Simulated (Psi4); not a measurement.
# GeH4 (germane): CAM-B3LYP/def2-TZVP

What is the vertical singlet–triplet gap of GeH4 (germane) at CAM-B3LYP/def2-TZVP? Input form: a Python script.

Program for the calculation: Psi4 1.11.

1 further run of the same task is left out (set aside as unsound or not needed).

## (1) The system as given

GeH4 has 5 atoms, charge 0, and is taken as a singlet. SMILES: `[GeH4]`. Geometry: relaxed at PBE0-D4/def2-TZVP.

Bond lengths: Ge1–H2 1.534 Å, Ge1–H3 1.534 Å, Ge1–H4 1.534 Å, Ge1–H5 1.534 Å. Angles: H2–Ge1–H3 109.5°, H2–Ge1–H4 109.5°, H2–Ge1–H5 109.5°, H3–Ge1–H4 109.5°, H3–Ge1–H5 109.5°, H4–Ge1–H5 109.5°.

## (2) Energy and forces at CAM-B3LYP/def2-TZVP

job.py

```python
import psi4

psi4.set_memory('1600 MB')
psi4.set_num_threads(1)
psi4.core.set_output_file('run.log', False)

m = psi4.geometry("""
0 1
Ge
H 1 1.534034
H 1 1.534065 2 109.4623
H 1 1.534104 2 109.46631 3 -119.97844
H 1 1.534155 2 109.48738 3 120.00406
units angstrom
symmetry c1
no_reorient
no_com
""")

psi4.set_options({
    'basis': 'def2-TZVP',
    'puream': True,
    'e_convergence': 1e-09,
    'd_convergence': 1e-08,
    'scf_type': 'pk',
    'dft_radial_points': 99,
    'dft_spherical_points': 590,
})

e_tot, wfn = psi4.gradient('cam-b3lyp', return_wfn=True)
print('gradient / Eh bohr^-1')
print(e_tot.np.round(6))
print(f'energy = {wfn.energy():.10f} Eh')
```

The run is started by

```
python job.py
```

run.log:

```text
[...]
  Running in c1 symmetry.
[...]
  Nuclear repulsion =   45.420429690593423
[...]
  Multiplicity = 1
[...]
  Nalpha       = 18
  Nbeta        = 18
[...]
    Number of basis functions: 72
[...]
   @RKS iter   1: -2077.80582116519554   -1.63246e+00   4.34930e-02 DIIS/ADIIS
[...]
   @RKS iter   9: -2079.50598187960395   -2.18279e-11   4.39012e-09 DIIS
[...]
    Orbital Energies [Eh]
    ---------------------
    Doubly Occupied:
       1A   -398.801864     2A    -49.841253     3A    -44.363464
       4A    -44.363464     5A    -44.363464     6A     -6.286044
       7A     -4.459029     8A     -4.459029     9A     -4.459028
      10A     -1.283316    11A     -1.283315    12A     -1.283313
      13A     -1.280446    14A     -1.280446    15A     -0.642762
      16A     -0.406837    17A     -0.406812    18A     -0.406801
[...]
  @RKS Final Energy: -2079.50598187960395
   => Energetics <=
    Nuclear Repulsion Energy =             45.4204296905934228
    One-Electron Energy =               -2987.2632777929538861
    Two-Electron Energy =                 925.0480989295324434
    DFT Exchange-Correlation Energy =     -62.7112327067756183
    Empirical Dispersion Energy =           0.0000000000000000
    VV10 Nonlocal Energy =                  0.0000000000000000
    Total Energy =                      -2079.5059818796039508
[...]
 Multipole Moments:
 ------------------------------------------------------------------------------------
     Multipole            Electronic (a.u.)      Nuclear  (a.u.)        Total (a.u.)
 ------------------------------------------------------------------------------------
 L = 1.  Multiply by 2.5417464519 to convert [e a0] to [Debye]
 Dipole X            :          0.0005995           -0.0004491            0.0001504
 Dipole Y            :         -0.0006046            0.0004563           -0.0001484
 Dipole Z            :          0.0001994           -0.0001341            0.0000653
 Magnitude           :                                                    0.0002211
[...]
  -Total Gradient:
     Atom            X                  Y                   Z
    ------   -----------------  -----------------  -----------------
       1        0.000006408317    -0.000001440445     0.000025555151
       2       -0.000011809468     0.000009912626     0.001624679385
       3       -0.000006688259     0.001538476539    -0.000540589799
       4       -0.001351041328    -0.000765810724    -0.000545992825
       5        0.001363227802    -0.000781269466    -0.000563567057
[...]
```

Standard output:

```text
gradient / Eh bohr^-1
[[ 6.000e-06 -1.000e-06  2.600e-05]
 [-1.200e-05  1.000e-05  1.625e-03]
 [-7.000e-06  1.538e-03 -5.410e-04]
 [-1.351e-03 -7.660e-04 -5.460e-04]
 [ 1.363e-03 -7.810e-04 -5.640e-04]]
energy = -2079.5059818796 Eh
```

Wall time 11 s (1 thread of Intel Xeon 6975P-C (Granite Rapids), shared host); peak memory 0.87 GiB.

## (3) The triplet: a single-point energy at UCAM-B3LYP/def2-TZVP

run.py

```python
import psi4

psi4.set_memory(1600000000)
psi4.set_num_threads(1)
psi4.set_output_file('output.dat', False)

m = psi4.geometry("""
0 3
Ge     0.000100     0.000100     0.000000
H      1.148100    -0.756300     0.680600
H     -1.238800    -0.030000     0.904200
H     -0.329200    -0.669100    -1.340600
H      0.419800     1.455400    -0.244100
units angstrom
symmetry c1
no_reorient
no_com
""")

options = {'reference': 'uks', 'puream': True, 'e_convergence': 1e-09, 'd_convergence': 1e-08, 'scf_type': 'pk', 'dft_radial_points': 99, 'dft_spherical_points': 590, 'maxiter': 100}
psi4.set_options(options)

E = psi4.energy('cam-b3lyp/def2-TZVP', molecule=m)
print(f'cam-b3lyp/def2-TZVP energy: {E:.10f} Eh')
```

The run is started by

```
python run.py
```

output.dat:

```text
[...]
  Running in c1 symmetry.
[...]
  Nuclear repulsion =   45.420424199804401
[...]
  Multiplicity = 3
[...]
  Nalpha       = 19
  Nbeta        = 17
[...]
    Number of basis functions: 72
[...]
   @UKS iter   1: -2077.58955938830741   -1.41620e+00   4.28153e-02 DIIS/ADIIS
[...]
   @UKS iter  26: -2079.19692692450508   -1.77351e-11   6.08722e-09 DIIS
[...]
   @S^2 Observed:                2.002119820E+00
[...]
    Orbital Energies [Eh]
    ---------------------
    Alpha Occupied:
       1A   -398.828999     2A    -49.869901     3A    -44.394810
       4A    -44.390542     5A    -44.390540     6A     -6.315686
       7A     -4.496237     8A     -4.484352     9A     -4.484351
      10A     -1.321277    11A     -1.314366    12A     -1.314363
      13A     -1.305919    14A     -1.305915    15A     -0.704501
      16A     -0.514792    17A     -0.434349    18A     -0.434333
      19A     -0.108553
    Alpha Virtual:
      20A      0.060396    21A      0.061442    22A      0.061461
      23A      0.188756    24A      0.190680    25A      0.190687
[...]
  @UKS Final Energy: -2079.19692692450508
   => Energetics <=
    Nuclear Repulsion Energy =             45.4204241998044012
    One-Electron Energy =               -2985.9385626720372784
    Two-Electron Energy =                 924.0053745506596670
    DFT Exchange-Correlation Energy =     -62.6841630029322019
    Empirical Dispersion Energy =           0.0000000000000000
    VV10 Nonlocal Energy =                  0.0000000000000000
    Total Energy =                      -2079.1969269245050782
[...]
 Multipole Moments:
 ------------------------------------------------------------------------------------
     Multipole            Electronic (a.u.)      Nuclear  (a.u.)        Total (a.u.)
 ------------------------------------------------------------------------------------
 L = 1.  Multiply by 2.5417464519 to convert [e a0] to [Debye]
 Dipole X            :         -0.2013283            0.0058582           -0.1954702
 Dipole Y            :         -0.0110865            0.0060471           -0.0050394
 Dipole Z            :          0.1424899            0.0001890            0.1426789
 Magnitude           :                                                    0.2420563
[...]
```

Standard output:

```text
cam-b3lyp/def2-TZVP energy: -2079.1969269245 Eh
```

It took 27 s on 1 thread of Intel Xeon 6975P-C (Granite Rapids), shared host; peak memory 0.87 GiB.

## (4) Outcome

At CAM-B3LYP/def2-TZVP:

| quantity | value |
| --- | --- |
| singlet: total energy | -2079.50598 Eh |
| singlet: dipole moment | 0.00 D |
| singlet: HOMO energy | -11.07 eV |
| singlet: LUMO energy | 1.94 eV |
| singlet: HOMO–LUMO gap | 13.01 eV |
| singlet: largest force on an atom | 0.086 eV/Å |
| triplet: total energy | -2079.19693 Eh |
| triplet: dipole moment | 0.62 D |
| triplet: HOMO energy (highest over α and β) | -2.95 eV |
| triplet: ⟨S²⟩ | 2.002 |
| vertical energy of the triplet above the singlet | 8.410 eV |

What this shows: At this shape the triplet lies 8.41 eV (811 kJ/mol) above the singlet.
